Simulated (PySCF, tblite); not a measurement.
# H7HfN3O2Zn, a small molecule taken as a stand-in for a surface group (zinc hydroxide): infrared bands, NMR shifts, core binding energies and electronic excitations, part 2 of 2

tblite 0.8.0 and PySCF 2.14.0. Atoms count from 0, parts from 1.

## 7. Excited states and response: PBE0/def2-SVP

What the job is given:

```
{"job": {"kind": "uv", "xc": "PBE0", "basis": "def2-SVP", "nstates": 6, "ntriplets": 2, "ip": false}, "charge": 0, "multiplicity": 1}
O      0.089003    -3.436412     1.851356
Zn     0.050080    -1.955814     0.831036
O     -0.152017    -1.427216    -1.007715
Hf    -0.078419     0.433470    -0.782034
N      1.631100     1.269493    -1.559063
N     -1.893123     1.341969    -1.104575
N      0.190827     0.086587     1.369325
H      0.229123    -3.221748     2.778837
H      1.829598     2.258907    -1.696549
H      2.392449     0.748325    -1.990580
H     -2.761075     0.854092    -1.319181
H     -2.079998     2.339194    -1.193324
H      1.080386     0.322827     1.809590
H     -0.534665     0.371940     2.027265
```

Method: TDDFT PBE0/def2-SVP, vertical, gas phase, core orbitals frozen in the response.

Log:

```text
coarse grid: 59304 points
cycle   1  E = -2144.8928422075  dE = -1.245e+01  |g| = 1.531e+00  |ddm| = 8.122e+00
cycle   2  E = -2142.7394701648  dE =  2.153e+00  |g| = 3.313e+00  |ddm| = 5.064e+00
cycle   3  E = -2145.2616518254  dE = -2.522e+00  |g| = 9.011e-01  |ddm| = 4.014e+00
cycle   4  E = -2145.4318467208  dE = -1.702e-01  |g| = 2.418e-01  |ddm| = 9.262e-01
cycle   5  E = -2145.4408976102  dE = -9.051e-03  |g| = 9.273e-02  |ddm| = 2.151e-01
cycle   6  E = -2145.4425548565  dE = -1.657e-03  |g| = 2.410e-02  |ddm| = 9.974e-02
cycle   7  E = -2145.4426744020  dE = -1.195e-04  |g| = 7.874e-03  |ddm| = 2.315e-02
cycle   8  E = -2145.4426854907  dE = -1.109e-05  |g| = 2.545e-03  |ddm| = 6.809e-03
cycle   9  E = -2145.4426866114  dE = -1.121e-06  |g| = 5.508e-04  |ddm| = 2.143e-03
final grid: 121408 points
cycle  10  E = -2145.4426672014  dE =  6.910e-08  |g| = 8.582e-04  |ddm| = 1.201e-03
cycle  11  E = -2145.4426668508  dE =  3.505e-07  |g| = 1.556e-03  |ddm| = 1.755e-03
cycle  12  E = -2145.4426673461  dE = -4.952e-07  |g| = 2.271e-04  |ddm| = 1.180e-03
cycle  13  E = -2145.4426673565  dE = -1.044e-08  |g| = 3.732e-05  |ddm| = 1.847e-04
cycle  14  E = -2145.4426673568  dE = -2.910e-10  |g| = 4.819e-06  |ddm| = 3.252e-05
converged SCF energy = -2145.4426673568

Static polarisability (au): isotropic 79.312, principal 65.862 72.990 99.084

Singlet excitations
state   eV       nm        f      main configurations
  1   5.0369    246.2   0.00558   H->L 0.88, H->L+1 0.09
  2   5.3893    230.1   0.07771   H-1->L 0.89
  3   5.4304    228.3   0.00787   H-2->L 0.94
  4   5.5285    224.3   0.07209   H-3->L 0.94
  5   6.2669    197.8   0.00291   H-2->L+1 0.46, H-5->L 0.19, H-3->L+2 0.08
  6   6.2918    197.1   0.00179   H-4->L 0.35, H->L+2 0.24, H-3->L+1 0.11

Triplet excitations (Tamm-Dancoff, eV): 4.7551 4.9854
```

It took 40 s on 1 thread of Arm Neoverse V2, shared host; peak memory 0.94 GiB.

Frontier orbitals and where they lie:

```csv
orbital,eV,atoms
HOMO−3,-7.31,"N5 36 %, N4 32 %, Hf3 15 %"
HOMO−2,-7.29,"N4 40 %, N5 36 %, Hf3 16 %"
HOMO−1,-7.16,"O0 43 %, N6 21 %, Zn1 10 %"
HOMO,-6.87,"O0 86 %, Zn1 6 %"
LUMO,-0.66,"Hf3 48 %, Zn1 24 %, N6 6 %"
LUMO+1,0.37,"Hf3 64 %, Zn1 11 %"
LUMO+2,0.47,"Hf3 70 %, Zn1 8 %, N5 6 %"
```

With each of the 6 states as a Gaussian band of 0.4 eV half-width at 1/e, the curve within the window shown has maxima at 227 nm (ε 6,300) L/(mol cm). Beyond the last state computed it falls off for lack of states. The curve at chosen wavelengths:

nm, ε (L/mol/cm) and a bar:
```
      188        105 
      192        173 #
      195        234 #
      199        370 ##
      203        671 ###
      206       1093 #####
      210       1995 #########
      213       2902 ##############
      217       4249 ####################
      221       5443 ##########################
      224       6038 #############################
      228       6275 ##############################
      232       5883 ############################
      235       5275 #########################
      239       4245 ####################
      243       3177 ###############
      246       2454 ############
      250       1658 ########
      254       1072 #####
      257        754 ###
      261        459 ##
      264        312 #
      268        183 #
      272        106 
      275         69 
      279         39
```

Further results of this job:

```csv
property,computed
dipole moment (D),6.24
polarisability (Å³),11.75
HOMO–LUMO gap (eV),6.20
−ε(HOMO) (eV),6.87
```

## 8. Ultraviolet spectrum: KT2/def2-SVP+6-31+G*

The job, as its differences from that of step 7:

```diff
@@ -1,2 +1,2 @@
-{"job": {"kind": "uv", "xc": "PBE0", "basis": "def2-SVP", "nstates": 6, "ntriplets": 2, "ip": false}, "charge": 0, "multiplicity": 1}
+{"job": {"kind": "uv", "xc": "KT2", "basis": {"default": "6-31+G*", "Hf": "def2-SVP", "Zn": "def2-SVP"}, "nstates": 3, "ntriplets": 4, "tda": false}, "charge": 0, "multiplicity": 1}
 O      0.089003    -3.436412     1.851356
```

Level: TDDFT KT2/6-31+G* Hf:def2-SVP Zn:def2-SVP, vertical, gas phase, core orbitals frozen in the response.

Log:

```text
coarse grid: 59304 points
cycle   1  E = -2158.1217434560  dE = -1.197e+01  |g| = 1.846e+00  |ddm| = 8.037e+00
cycle   2  E = -2147.8303574641  dE =  1.029e+01  |g| = 4.647e+00  |ddm| = 2.968e+01
cycle   3  E = -2158.2685963625  dE = -1.044e+01  |g| = 1.767e+00  |ddm| = 2.957e+01
cycle   4  E = -2158.9720265522  dE = -7.034e-01  |g| = 4.769e-01  |ddm| = 1.407e+00
cycle   5  E = -2158.9939318336  dE = -2.191e-02  |g| = 4.297e-01  |ddm| = 8.332e-01
cycle   6  E = -2159.0367784375  dE = -4.285e-02  |g| = 1.184e-01  |ddm| = 5.095e-01
cycle   7  E = -2159.0400035977  dE = -3.225e-03  |g| = 3.666e-02  |ddm| = 1.301e-01
cycle   8  E = -2159.0402244425  dE = -2.208e-04  |g| = 1.724e-02  |ddm| = 4.096e-02
cycle   9  E = -2159.0402870297  dE = -6.259e-05  |g| = 5.411e-03  |ddm| = 1.597e-02
cycle  10  E = -2159.0402928783  dE = -5.849e-06  |g| = 1.863e-03  |ddm| = 4.824e-03
final grid: 121408 points
cycle  11  E = -2159.0402858458  dE =  6.669e-06  |g| = 5.922e-03  |ddm| = 6.550e-03
cycle  12  E = -2159.0402116846  dE =  7.416e-05  |g| = 1.954e-02  |ddm| = 2.003e-02
cycle  13  E = -2159.0402928051  dE = -8.112e-05  |g| = 1.630e-03  |ddm| = 1.539e-02
cycle  14  E = -2159.0402933537  dE = -5.486e-07  |g| = 1.762e-04  |ddm| = 1.325e-03
cycle  15  E = -2159.0402933596  dE = -5.884e-09  |g| = 3.741e-05  |ddm| = 1.645e-04
cycle  16  E = -2159.0402933599  dE = -2.774e-10  |g| = 9.223e-06  |ddm| = 4.283e-05
converged SCF energy = -2159.0402933599

Static polarisability (au): isotropic 98.852, principal 80.543 92.180 123.833

Singlet excitations
state   eV       nm        f      main configurations
  1   4.1345    299.9   0.00376   H->L 0.99
  2   4.2967    288.6   0.02925   H-1->L 0.88
  3   4.3067    287.9   0.00555   H-2->L 0.95

Triplet excitations (Tamm-Dancoff, eV): 3.9555 4.1100 4.1814 4.1831
```

Run time: 41 s. Hardware: 1 thread of Arm Neoverse V2, shared host; peak memory 0.8 GiB.

In short: HOMO -6.02 eV, LUMO -1.92 eV; lowest singlet 4.13 eV.

## 9. Nuclear shieldings: HF/def2-SVP+cc-pVDZ

The job, as its differences from that of step 8:

```diff
@@ -1,2 +1,2 @@
-{"job": {"kind": "uv", "xc": "KT2", "basis": {"default": "6-31+G*", "Hf": "def2-SVP", "Zn": "def2-SVP"}, "nstates": 3, "ntriplets": 4, "tda": false}, "charge": 0, "multiplicity": 1}
+{"job": {"kind": "nmr", "xc": "HF", "basis": {"default": "cc-pVDZ", "Hf": "def2-SVP"}, "pop": true, "grid": 1}, "charge": 0, "multiplicity": 1}
 O      0.089003    -3.436412     1.851356
```

With the program's defaults for keys left out, this is: GIAO HF/cc-pVDZ Hf:def2-SVP NMR shielding, scalar relativity only through core potentials, gas phase.

Log:

```text
final grid: 59304 points
cycle   1  E = -2142.4145651137  dE = -1.300e+01  |g| = 1.170e+00  |ddm| = 9.273e+00
cycle   2  E = -2142.5759490755  dE = -1.614e-01  |g| = 8.347e-01  |ddm| = 2.694e+00
cycle   3  E = -2142.7015435564  dE = -1.256e-01  |g| = 1.738e-01  |ddm| = 1.139e+00
cycle   4  E = -2142.7073601988  dE = -5.817e-03  |g| = 4.701e-02  |ddm| = 2.351e-01
cycle   5  E = -2142.7079118698  dE = -5.517e-04  |g| = 1.461e-02  |ddm| = 8.536e-02
cycle   6  E = -2142.7079672536  dE = -5.538e-05  |g| = 5.039e-03  |ddm| = 2.897e-02
cycle   7  E = -2142.7079760799  dE = -8.826e-06  |g| = 1.858e-03  |ddm| = 1.213e-02
cycle   8  E = -2142.7079771003  dE = -1.020e-06  |g| = 7.719e-04  |ddm| = 4.002e-03
cycle   9  E = -2142.7079773988  dE = -2.985e-07  |g| = 1.795e-04  |ddm| = 2.672e-03
cycle  10  E = -2142.7079774247  dE = -2.594e-08  |g| = 6.922e-05  |ddm| = 7.153e-04
cycle  11  E = -2142.7079774276  dE = -2.858e-09  |g| = 2.824e-05  |ddm| = 2.205e-04
cycle  12  E = -2142.7079774280  dE = -4.761e-10  |g| = 1.078e-05  |ddm| = 9.070e-05
converged SCF energy = -2142.7079774280

GIAO shielding tensors (ppm)
atom      isotropic    diamagn.    paramagn.     s11        s22        s33       span
  0 O      368.051     388.532     -20.480    334.356    371.951    397.847     63.492
  1 Zn    1750.945    2525.294    -774.349   1459.336   1644.090   2149.410    690.074
  2 O      -74.855     394.659    -469.514   -350.915   -190.478    316.827    667.742
  3 Hf         nan         nan         nan        nan        nan        nan        nan
  4 N      183.683     319.829    -136.147     36.068    233.007    281.973    245.905
  5 N      183.150     319.872    -136.721     34.594    233.099    281.758    247.164
  6 N      272.975     313.544     -40.569    252.557    277.140    289.227     36.671
  7 H       32.510      32.327       0.183     22.863     27.727     46.939     24.076
  8 H       29.534      31.150      -1.615     26.050     26.407     36.147     10.097
  9 H       28.979      31.274      -2.296     25.139     26.355     35.442     10.303
 10 H       28.948      31.309      -2.360     25.111     26.354     35.381     10.270
 11 H       29.523      31.169      -1.646     26.020     26.413     36.135     10.115
 12 H       31.972      31.229       0.743     25.808     26.605     43.503     17.695
 13 H       31.963      31.238       0.725     25.757     26.653     43.478     17.720
```

Run time: 22 s. Hardware: 1 thread of Arm Neoverse V2, shared host; peak memory 0.9 GiB.

In short: σ O2 -74.9, O0 368.1, Zn1 1751, N5 183.2, H10 28.95, H9 28.98 ppm.

## 10. Side by side: NMR shifts

Isotropic shieldings (ppm) of some atoms, chosen among heavy atoms and hydrogens apart, with basis size and wall time:

```csv
run,H11,H8,O2,Zn1,N5,N4,N6,functions,time
PBE0/def2-SVP+pcSseg-1,27.93,27.94,-149.5,1544,146.5,147.1,253.7,197,49 s
HF/def2-SVP+cc-pVDZ,29.52,29.53,-74.9,1751,183.2,183.7,273.0,180,22 s
```

## 11. Run by run: electronic excitations

Excitations and ground-state properties, with basis size and wall time:

```csv
run,lowest singlet (eV),brightest (eV),f,gap (eV),α (Å³),μ (D),functions,time
PBE0/def2-SVP,5.04,5.39,0.078,6.20,11.75,6.24,168,40 s
KT2/def2-SVP+6-31+G*,4.13,4.30,0.029,4.09,14.65,5.95,167,41 s
```

## 12. Outcome

The summary covers parts 1 to 2.

| quantity | value |
| --- | --- |
| strongest single infrared mode (GFN2-xTB) | 620 cm⁻¹ |
| rotational constants (main isotopes) | 2.76, 0.59, 0.57 GHz |
| 1H shifts against TMS (PBE0/def2-SVP+pcSseg-1, means over atoms taken as alike) | 3.78, 3.75, 3.34, 3.32, 0.03, -0.51 ppm |
| 17O shifts against H2O (PBE0/def2-SVP+pcSseg-1) | 484.1, -33.0 ppm |
| 15N shifts against NH3 (PBE0/def2-SVP+pcSseg-1) | 119.1, 118.5, 12.0 ppm |
| shieldings of Zn (PBE0/def2-SVP+pcSseg-1) | Zn1 1543.9 ppm |
| surface potential, 1st and 99th percentile | -2.51 V and 2.66 V |
| O1s binding energies, SCAN/pcX-2 | O0 536.54, O2 535.77 eV |
| N1s binding energies, SCAN/pcX-2 (standing for 1 of 3 atoms) | N6 404.75 eV |
| lowest singlet (PBE0/def2-SVP) | 5.04 eV (246 nm), f = 0.006 |
| brightest single state of those computed | state 2, 5.39 eV, f = 0.078 |
| lowest triplet | 4.76 eV |
| range of the shielding of Zn1 | 1544 to 1751 ppm |
| range of the lowest singlet | 4.13 to 5.04 eV |

No mode is imaginary at GFN2-xTB; the softest lies at 27 cm⁻¹. Relaxing lowered the energy by 0.536 eV in 11 steps; the close pair that moved most is Hf3–H9, from 2.563 to 2.769 Å (PBE0/def2-SVP). At PBE0/def2-SVP+pcSseg-1: Shielding is most anisotropic at Zn1 (span 775 ppm, paramagnetic term -982 ppm). By nearest atom (PBE0/def2-SVP+pcSseg-1), the HOMO sits on O0 81 %; H7 8 % and the LUMO on Hf3 14 %; Zn1 13 %. O0 (oxygen bonded to Zn, H) binds its O1s electron 0.78 eV more tightly than O2 (oxygen bonded to Hf, Zn). The lowest singlet, at 5.04 eV, is HOMO→LUMO 0.88, HOMO→LUMO+1 0.09 and is weak; of the 6 states computed, the strongest absorption comes from state 2 at 5.39 eV. The lowest triplet lies 0.28 eV below the lowest singlet (triplets in Tamm-Dancoff, singlets in full TDDFT). Spin-orbit coupling, left out, mixes singlets and triplets in elements this heavy. In ppm, Zn1 moves most: its shielding spreads over 207 ppm, from 1544 (PBE0/def2-SVP+pcSseg-1) to 1751 (HF/def2-SVP+cc-pVDZ). The lowest singlet runs from 4.13 eV (KT2/def2-SVP+6-31+G*) to 5.04 eV (PBE0/def2-SVP), while the orbital gap spans 4.09 to 6.20 eV. The lowest state need not be the same one in every run. The runs solved for a few states only, so the brightest column depends on that window. Spin-orbit coupling is left out, which matters for shieldings and couplings at and beside the heavy atoms. A capped cluster stands for the solid here, so long-range fields and strain are missing, and bands or shifts of the capping hydrogens have no counterpart in it.
